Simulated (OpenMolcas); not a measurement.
**AlF3 (SMILES F[Al](F)F): levels of theory compared**

Wanted: a comparison of 6 runs (HF/STO-3G, HF/3-21G, B3LYP/6-31G*, BHLYP/6-311+G**, revPBE/6-311+G**, CCSD(T)/6-311+G**) of AlF3. 

Program for the calculation: OpenMolcas 26.06.

**1. The molecule**

The species is AlF3 (4 atoms), meant as a singlet with charge 0. As SMILES, `F[Al](F)F`. The Al2–F3 distance was set to 2.443 Å, away from the relaxed value.

Bond lengths: F1–Al2 1.629 Å, Al2–F4 1.629 Å. Angles: F1–Al2–F4 120.0°.

**2. The energy at HF/STO-3G (run 1)**

The input, mol.input:

```
* AlF3 Hartree-Fock

&GATEWAY
 BasLib=$CurrDir
 Coord
 4
 angstrom
 F        1.579744      -0.416345       1.405214
 Al       0.720334       0.306235       0.225044
 F       -1.440740      -0.612530      -0.450110
 F        1.301664       1.641375      -0.504996
 Basis=STO-3G
 Group=NoSym

&SEWARD

&SCF
 Thresholds=1e-10 1e-07 1e-07 1e-05
 PrOrbitals=1 1
```

The basis set STO-3G is read from a file made from the Basis Set Exchange's data (not shown).

Command:

```console
$ export MOLCAS_MEM=1860
$ pymolcas mol.input > mol.log
```

Log:

```text
--- Start Module: gateway ---
[...]
--- Stop Module: gateway /rc=_RC_ALL_IS_WELL_ ---
--- Start Module: seward ---
[...]
      Basis functions           24
--- Stop Module: seward /rc=_RC_ALL_IS_WELL_ ---
--- Start Module: scf ---
[...]
       Convergence after  12 Iterations
[...]
::    Total SCF energy                               -533.0445415388
[...]
      Total spin, S                                     0.0000000000
[...]
      Total electronic charge=   40.000000
      Total            charge=   -0.000000
[...]
      Dipole Moment (debye):
      Origin of the operator (angstrom)=    0.5574    0.2370    0.1741
                   X=  1.2975E+00               Y=  5.5154E-01               Z=  4.0532E-01           Total=  1.4670E+00
      Quadrupole Moment (debye*angstrom):
[...]
--- Stop Module: scf /rc=_RC_ALL_IS_WELL_ ---
[...]
```

Wall time 1.5 s (1 thread of Arm Neoverse V1, shared host); peak memory 0.37 GiB.

**3. The energy at HF/3-21G (run 2)**

The input, coord.xyz:

```xyz
4

F      1.579744    -0.416345     1.405214
Al     0.720334     0.306235     0.225044
F     -1.440740    -0.612530    -0.450110
F      1.301664     1.641375    -0.504996
```

The input, mol.input:

```
&GATEWAY
 BasLib=$CurrDir
 Coord=coord.xyz
 Basis=3-21G
 Group=NoSym

&SEWARD

&SCF
 Thresholds=1e-10 1e-07 1e-07 1e-05
 PrOrbitals=0
```

The basis set 3-21G is read from a file made from the Basis Set Exchange's data (not shown).

Command:

```console
$ export MOLCAS_MEM=1860
$ pymolcas mol.input > mol.log
```

Log:

```text
--- Start Module: gateway ---
[...]
--- Stop Module: gateway /rc=_RC_ALL_IS_WELL_ ---
--- Start Module: seward ---
[...]
      Basis functions           40
--- Stop Module: seward /rc=_RC_ALL_IS_WELL_ ---
--- Start Module: scf ---
[...]
       Convergence after  12 Iterations
[...]
::    Total SCF energy                               -537.3645665467
[...]
      Total spin, S                                     0.0000000000
[...]
      Total electronic charge=   40.000000
      Total            charge=   -0.000000
[...]
      Dipole Moment (debye):
      Origin of the operator (angstrom)=    0.5574    0.2370    0.1741
                   X=  2.0009E+00               Y=  8.5054E-01               Z=  6.2505E-01           Total=  2.2622E+00
      Quadrupole Moment (debye*angstrom):
[...]
--- Stop Module: scf /rc=_RC_ALL_IS_WELL_ ---
[...]
```

It took 1.6 s on 1 thread of Arm Neoverse V1, shared host; peak memory 0.38 GiB.

Runs 3 to 5 aren't shown in full; the table further down has their settings and results.

**4. The energy at CCSD(T)/6-311+G(d,p) (Cholesky decomposition) (run 6)**

The input, mol.xyz:

```xyz
4

F      1.579744    -0.416345     1.405214
Al     0.720334     0.306235     0.225044
F     -1.440740    -0.612530    -0.450110
F      1.301664     1.641375    -0.504996
```

The input, mol.inp:

```
* AlF3 CCSD(T)

&GATEWAY
 BasLib = $CurrDir
 Coord = mol.xyz
 Basis = 6-311pGss
 Group = NoSym

&SEWARD
 High

&SCF
 Thresholds = 1e-10 1e-07 1e-07 1e-05
 PrOrbitals = 1

&CHCC
 Frozen = 8
 Threshold = 1e-08
 MaxIterations = 80

&CHT3
 Frozen = 8
```

The basis set 6-311+G** is read from a file made from the Basis Set Exchange's data (not shown).

Command:

```console
$ export MOLCAS_MEM=1860
$ pymolcas mol.inp > mol.log
```

Log:

```text
--- Start Module: gateway ---
[...]
--- Stop Module: gateway /rc=_RC_ALL_IS_WELL_ ---
[...]
      Basis functions           96
[...]
       Convergence after  15 Iterations
[...]
::    Total SCF energy                               -540.4203510577
[...]
      Total spin, S                                     0.0000000000
[...]
      Total electronic charge=   40.000000
      Total            charge=   -0.000000
[...]
      Dipole Moment (debye):
      Origin of the operator (angstrom)=    0.5574    0.2370    0.1741
                   X=  3.2611E+00               Y=  1.3863E+00               Z=  1.0188E+00           Total=  3.6871E+00
      Quadrupole Moment (debye*angstrom):
[...]
--- Start Module: chcc ---
[...]
--- Stop Module: chcc /rc=_RC_ALL_IS_WELL_ ---
[...]
--- Start Module: cht3 ---
[...]
--- Stop Module: cht3 /rc=_RC_ALL_IS_WELL_ ---
[...]
```

Wall time 8.7 min (1 thread of Arm Neoverse V1, shared host); peak memory 0.14 GiB.

**5. The series**

```csv
run,level,integration grid,integral approximation,energy (Eh),dipole moment (D) of the reference,HOMO energy (eV),LUMO energy (eV),wall time
1,HF/STO-3G,–,none,-533.044542,1.47,-6.19,5.76,1.5 s
2,HF/3-21G,–,none,-537.364567,2.26,-12.35,0.05,1.6 s
3,B3LYP/6-31G* (spherical functions),UltraFine,none,-542.037459,2.46,-8.26,-3.62,9 s
4,BHLYP/6-311+G**,UltraFine,none,-542.051033,3.33,-11.52,-3.31,17 s
5,revPBE/6-311+G**,UltraFine,none,-542.017712,2.93,-7.57,-4.74,20 s
6,CCSD(T)/6-311+G** (Cholesky decomposition),–,CD high,-541.136915,3.69,-14.19,-1.00,8.7 min
```

**6. Results**

| quantity | value |
| --- | --- |
| run 6: total energy | -541.13691 Eh |
| run 6: dipole moment (mean-field density) | 3.69 D |
| run 6: HOMO energy (Hartree–Fock orbitals) | -14.19 eV |
| run 6: LUMO energy (Hartree–Fock orbitals) | -1.00 eV |
| run 6: HOMO–LUMO gap (Hartree–Fock orbitals) | 13.19 eV |
| run 6: correlation energy (8 core orbitals frozen) | -716.6 mEh |
| run 6: (T) correction | -19.62 mEh |

In words: Over runs 1, 2, 3, 4, 5 the dipole moment (its size) runs from 1.47 D (HF/STO-3G) to 3.33 D (BHLYP/6-311+G**). The two ends differ in method and basis. Over runs 1, 2, 3, 4, 5 the HOMO–LUMO gap runs from 2.84 eV (revPBE/6-311+G**) to 12.41 eV (HF/3-21G). Totals of different functionals can't be ranked against each other. In run 1 the basis is minimal, so the values are rough. All runs together took 9.6 min, the longest 8.7 min.
